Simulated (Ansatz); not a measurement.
**ClHO2SW: a ladder of functionals and wavefunction methods**

An exercise on one series of results from a longer session: the logs are not shown, and one member is left open.

Computed with Ansatz 0.2.0, Gaussian basis. Level: functionals in def2-TZVPP, the program's frozen cores in correlated methods.

Levels to be run: LDA (SPW92), PBE-D4, revPBE-D4, BLYP-D4, r2SCAN-D4, B97M-V, PBE0-D4, B3LYP-D4, r2SCANh-D4, r2SCAN0-D4, HSE06-D4, BHLYP-D4, CAM-B3LYP-D4, LC-ωPBE, ωB97X-V, ωB97M-V, B2PLYP, PBE-QIDH; CCSD(T)/def2-SVP; CCSD(T)/def2-TZVPP; MP2/def2-QZVPP; extrapolation to the limit; RPA on PBE.

## The geometry

All runs share one geometry, relaxed beforehand with PBE0-D4 in a triple-zeta def2 set. W takes the def2 core potential; no spin-orbit term is included.

SMILES `[O]=[W]([OH])(=[S])[Cl]`, 6 atoms, charge 0, spin multiplicity 1.

Atoms are counted from 1 here; the program's logs count them from 0.

Bond lengths: O1–W2 1.692 Å, W2–O3 1.866 Å, W2–S4 2.126 Å, W2–Cl5 2.258 Å, O3–H6 0.961 Å. Angles: O1–W2–O3 108.0°, O1–W2–S4 108.8°, O1–W2–Cl5 109.0°, O3–W2–S4 110.0°, O3–W2–Cl5 111.6°, S4–W2–Cl5 109.4°, W2–O3–H6 125.0°.

Set-up of the first run:

File in.yaml:

```yaml
crystal:
  periodic: [false, false, false]
  atoms:
    - {symbol: O, position_ang: [-1.042897, -1.687038, -0.138138]}
    - {symbol: W, position_ang: [-0.069710, -0.309287, -0.274955]}
    - {symbol: O, position_ang: [-0.513535, 0.850387, 1.117513]}
    - {symbol: S, position_ang: [1.968443, -0.893127, -0.113147]}
    - {symbol: Cl, position_ang: [-0.420347, 0.642008, -2.293026]}
    - {symbol: H, position_ang: [0.120045, 1.332956, 1.655653]}
basis:
  gaussian: {orbitals: def2-TZVPP}
hamiltonian: {xc: lda}
output: {orbitals: {seedname: orbitals}}
```

Command:

```console
$ ansatz run in.yaml --threads 4 --pin off --events-out ev --progress --plain --max-ram 10444MiB
```

Among the steps run: LDA; PBE-D4 (GGA); revPBE-D4 (GGA); BLYP-D4 (GGA); r2SCAN-D4 (meta-GGA); B97M-V (meta-GGA); B3LYP-D4 (hybrid); r2SCANh-D4 (hybrid); r2SCAN0-D4 (hybrid); HSE06-D4 (hybrid); BHLYP-D4 (hybrid); CAM-B3LYP-D4 (range-separated); LC-ωPBE (range-separated); ωB97X-V (range-separated); ωB97M-V (range-separated); B2PLYP (double hybrid); PBE-QIDH (double hybrid).

One of the session's tables, all rows but one given; the rest of the session is left out.

It belongs to the step «Orbital energies across the functionals». 

| functional | HOMO (eV) | LUMO (eV) | gap (eV) |
| --- | --- | --- | --- |
| LDA (SPW92) | ? | ? | ? |
| PBE-D4 | -6.75 | -3.45 | 3.30 |
| revPBE-D4 | -6.69 | -3.38 | 3.31 |
| BLYP-D4 | -6.58 | -3.32 | 3.27 |
| r2SCAN-D4 | -7.07 | -3.43 | 3.64 |
| B97M-V | -7.10 | -3.34 | 3.76 |
| PBE0-D4 | -8.01 | -2.78 | 5.23 |
| B3LYP-D4 | -7.75 | -2.95 | 4.80 |
| r2SCANh-D4 | -7.53 | -3.17 | 4.36 |
| r2SCAN0-D4 | -8.21 | -2.77 | 5.45 |
| HSE06-D4 | -7.61 | -3.15 | 4.46 |
| BHLYP-D4 | -9.10 | -1.94 | 7.16 |
| CAM-B3LYP-D4 | -9.28 | -1.73 | 7.54 |
| LC-ωPBE | -10.60 | -0.70 | 9.90 |
| ωB97X-V | -10.26 | -0.74 | 9.52 |
| ωB97M-V | -10.11 | -0.75 | 9.35 |

Q: Estimate the row for LDA (SPW92) from the others.

The run gave: HOMO (eV): -6.93; LUMO (eV): -3.65; gap (eV): 3.28. In the column «HOMO (eV)» it lies between r2SCAN-D4 (-7.07) and PBE-D4 (-6.75).
